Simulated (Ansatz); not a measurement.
# InGe2O2: the cost of one run

Method: DFT PBE, scalar-relativistic, plane waves, PAW, in Ansatz 0.2.0.

**1. The starting structure**

It takes space group P-3m1 (No. 164, trigonal). Conventional cell: a = 4.009 Å, b = 4.009 Å, c = 6.512 Å, α = 90.00°, β = 90.00°, γ = 120.00°. In (site symmetry -3m) is surrounded by 6 O at 2.90 Å and 6 Ge at 3.30 Å. Ge (site symmetry 3m) has 4 O at 2.39 to 2.41 Å in its first shell of neighbours. O (site symmetry 3m) has 4 Ge at 2.39 to 2.41 Å and 3 In at 2.90 Å in its first shell of neighbours.

Coordinates:

```
In Ge O
1.0
     4.00895    0.00000    0.00000
    -2.00447    3.47185    0.00000
     0.00000    0.00000    6.51204
In Ge O
1 2 2
Direct
  0.00000 0.00000 0.00000
  0.66667 0.33333 0.36046
  0.33333 0.66667 0.63954
  0.66667 0.33333 0.73126
  0.33333 0.66667 0.26874
```

The cell is invented: species swapped into a database cell of NdAl2Ge2 (P-3m1, No. 164), with In on the Nd sites, Ge on the Al sites and O on the Ge sites. Lengths come from tabulated atomic sizes and are only a guess.

**2. A first look at the guess**

File input.yaml:

```yaml
crystal:
  lattice:
    - [4.00894654, 0.0, 0.0]
    - [-2.00447327, 3.47184955, 0.0]
    - [0.0, 0.0, 6.5120399]
  atoms:
    - { symbol: In, position: [0.0, 0.0, 0.0] }
    - { symbol: Ge, position: [0.66666667, 0.33333333, 0.36045864] }
    - { symbol: Ge, position: [0.33333333, 0.66666667, 0.63954136] }
    - { symbol: O, position: [0.66666667, 0.33333333, 0.73126048] }
    - { symbol: O, position: [0.33333333, 0.66666667, 0.26873952] }
basis:
  ecutwfc: 420
kpoints:
  mp_grid: { grid: [6, 6, 4] }
hamiltonian:
  xc: pbe
scf:
  occupations: { method: gaussian, width: 0.1 }
  lower_state_search: "off"
output:
  forces: true
  stress: true
  eigenvalues: true
```

Started as:

```sh
ansatz run input.yaml --threads 1 --pin off --max-ram 2560MiB --backend cpu --events-out ev --progress --plain --runs-dir out
```

Q: Estimate wall time and peak memory on 1 thread of AMD EPYC (Zen 3), shared host.

About 9.7 s, with a peak of 0.4 GiB.
